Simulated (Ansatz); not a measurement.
# AlBH4SSi: the cost of one run

Computed with Ansatz 0.2.0, driven from Python. Level of theory: PBE0+D3(BJ)/def2-SVP.

### Step 1. Starting point

Bond lengths: Si1–B2 1.874 Å, B2–Al3 2.169 Å, B2–S4 1.974 Å, Al3–S4 2.193 Å, Si1–H5 1.501 Å, Si1–H6 1.515 Å, Si1–H7 1.498 Å, Al3–H8 1.533 Å. Angles: Si1–B2–Al3 138.7°, Si1–B2–S4 146.7°, Al3–B2–S4 63.7°, B2–Si1–H5 111.7°, B2–Si1–H6 111.2°, B2–Si1–H7 111.5°, H5–Si1–H6 107.1°, H5–Si1–H7 108.4°, H6–Si1–H7 106.7°, B2–Al3–S4 53.8°, B2–Al3–H8 134.6°, S4–Al3–H8 156.7°, B2–S4–Al3 62.5°.

The script reads albh4ssi.xyz:

```xyz
8

Si   -0.39430    1.27410   -0.53060
B     0.66230   -0.03940    0.28880
Al    0.44570   -2.05080    1.07240
S     2.24640   -1.20920    0.14590
H    -1.03120    0.76790   -1.79190
H    -1.51440    1.72540    0.38430
H     0.40790    2.49490   -0.86340
H    -0.73010   -3.02000    1.23880
```

### Step 2. The code

The input, md_albh4ssi.py:

```python
import ansatz as az
import numpy as np

SETTINGS = {
    "basis": "def2-SVP",
    "xc": "PBE0",
    "vdw": "d3bj",
    "n_steps": 40,
    "temperature_k": 800,
}


def main() -> None:
    albh4ssi = az.Crystal.molecule_from_extxyz("albh4ssi.xyz")

    calculation = (
        albh4ssi.calculation()
        .basis(gaussian=SETTINGS["basis"])
        .functional(SETTINGS["xc"], dispersion=SETTINGS["vdw"])
    )
    symbols = [site.symbol for site in albh4ssi.cartesian_sites]
    start = np.array([site.position_ang for site in albh4ssi.cartesian_sites], dtype=float)
    summary = calculation.relax(force_tolerance=0.02, max_steps=100).run(threads=1).report
    end = np.array(summary["positions_ang"])
    minimum = az.Crystal.molecule()
    for symbol, place in zip(symbols, end):
        minimum = minimum.atom(symbol, place.tolist())

    calculation = (
        minimum.calculation()
        .basis(gaussian=SETTINGS["basis"])
        .functional(SETTINGS["xc"], dispersion=SETTINGS["vdw"])
        .md("nvt_langevin", timestep=0.5, steps=SETTINGS["n_steps"], temperature=SETTINGS["temperature_k"], initial_velocities="maxwell_boltzmann", seed=91, friction=0.02)
    )
    frames = []
    res = calculation.session().plan().execute(on_event=lambda e: frames.append(e["data"]) if e["event"] == "md_step" else None)
    print("t (fs)   E_pot (eV)      E_kin (eV)   T (K)   d(0-1) (A)")
    for f in frames[::3]:
        xyz = np.array(f["positions_ang"])
        print(f"{f['time_fs']:6.2f} {f['lagrangian_ev']:14.5f} {f['e_kin_ev']:10.5f} {f['temperature_k']:8.1f} {np.linalg.norm(xyz[0] - xyz[1]):9.4f}")
    print("mean temperature", round(float(np.mean([f["temperature_k"] for f in frames])), 1), "K")


if __name__ == "__main__":
    main()
```

### Step 3. The input behind the calls

The package turns the script's settings into the engine's input (first run):

```yaml
crystal:
  periodic: [false, false, false]
  atoms:
    - { symbol: Si, position_ang: [-0.3943, 1.2741, -0.5306] }
    - { symbol: B, position_ang: [0.6623, -0.0394, 0.2888] }
    - { symbol: Al, position_ang: [0.4457, -2.0508, 1.0724] }
    - { symbol: S, position_ang: [2.2464, -1.2092, 0.1459] }
    - { symbol: H, position_ang: [-1.0312, 0.7679, -1.7919] }
    - { symbol: H, position_ang: [-1.5144, 1.7254, 0.3843] }
    - { symbol: H, position_ang: [0.4079, 2.4949, -0.8634] }
    - { symbol: H, position_ang: [-0.7301, -3.02, 1.2388] }
basis:
  gaussian:
    orbitals: def2-SVP
hamiltonian:
  xc: pbe0
  dispersion: d3bj
relax:
  f_tol: 0.02
  max_steps: 100
```

### Step 4. The run

Launch:

```bash
python md_albh4ssi.py
```

What time and memory should one allow on 1 thread of Arm Neoverse V1, shared host?

About 3.8 min, with a peak of 0.25 GiB.
